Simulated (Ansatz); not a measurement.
# Ca3SiS: the cost of one run

Method: DFT PBE, scalar-relativistic, plane waves, PAW, in Ansatz 0.2.0.

## (1) The starting structure

It takes space group P6/mmm (No. 191, hexagonal). The conventional cell has a = 5.204 Å, b = 5.204 Å, c = 4.752 Å, α = 90.00°, β = 90.00°, γ = 120.00°. Ca (site symmetry mmm) is surrounded by 4 Ca at 2.60 Å and 2 Si at 2.60 Å. Si (site symmetry 6/mmm) is surrounded by 2 S at 2.38 Å and 6 Ca at 2.60 Å. Around S (site symmetry 6/mmm) lie 2 Si at 2.38 Å.

As a file:

```xyz
5
Lattice="5.2044 0.0000 0.0000 -2.6022 4.5071 0.0000 0.0000 0.0000 4.7519" Properties=species:S:1:pos:R:3 pbc="T T T"
Ca    2.6022    0.0000    0.0000
Ca   -1.3011    2.2536    0.0000
Ca    1.3011    2.2536    0.0000
Si    0.0000    0.0000    0.0000
S     0.0000    0.0000    2.3759
```

The cell is invented: random cell by space group and Wyckoff sites (P6/mmm, No. 191). Lengths come from tabulated atomic sizes and are only a guess.

## (2) The guess as it stands, on a coarse mesh

Contents of input.yaml:

```yaml
crystal:
  lattice:
    - [5.20436993, 0.0, 0.0]
    - [-2.60218497, 4.50711657, 0.0]
    - [0.0, 0.0, 4.75189485]
  atoms:
    - { symbol: Ca, position: [0.5, 0.0, 0.0] }
    - { symbol: Ca, position: [0.0, 0.5, 0.0] }
    - { symbol: Ca, position: [0.5, 0.5, 0.0] }
    - { symbol: Si, position: [0.0, 0.0, 0.0] }
    - { symbol: S, position: [0.0, 0.0, 0.5] }
basis:
  ecutwfc: 420
kpoints:
  mp_grid: { grid: [6, 6, 4] }
hamiltonian:
  xc: pbe
scf:
  occupations: { method: gaussian, width: 0.1 }
  lower_state_search: "off"
output:
  forces: true
  stress: true
  eigenvalues: true
```

On the command line:

```bash
$ ansatz run input.yaml --threads 1 --pin off --max-ram 2560MiB --backend cpu --events-out ev --progress --plain --runs-dir out
```

**Question.** How long does this run take on 1 thread of Intel Xeon Platinum 8375C at 2.90GHz (Ice Lake), shared host, and how much memory does it need?

About 2.5 s, with a peak of 0.42 GiB.
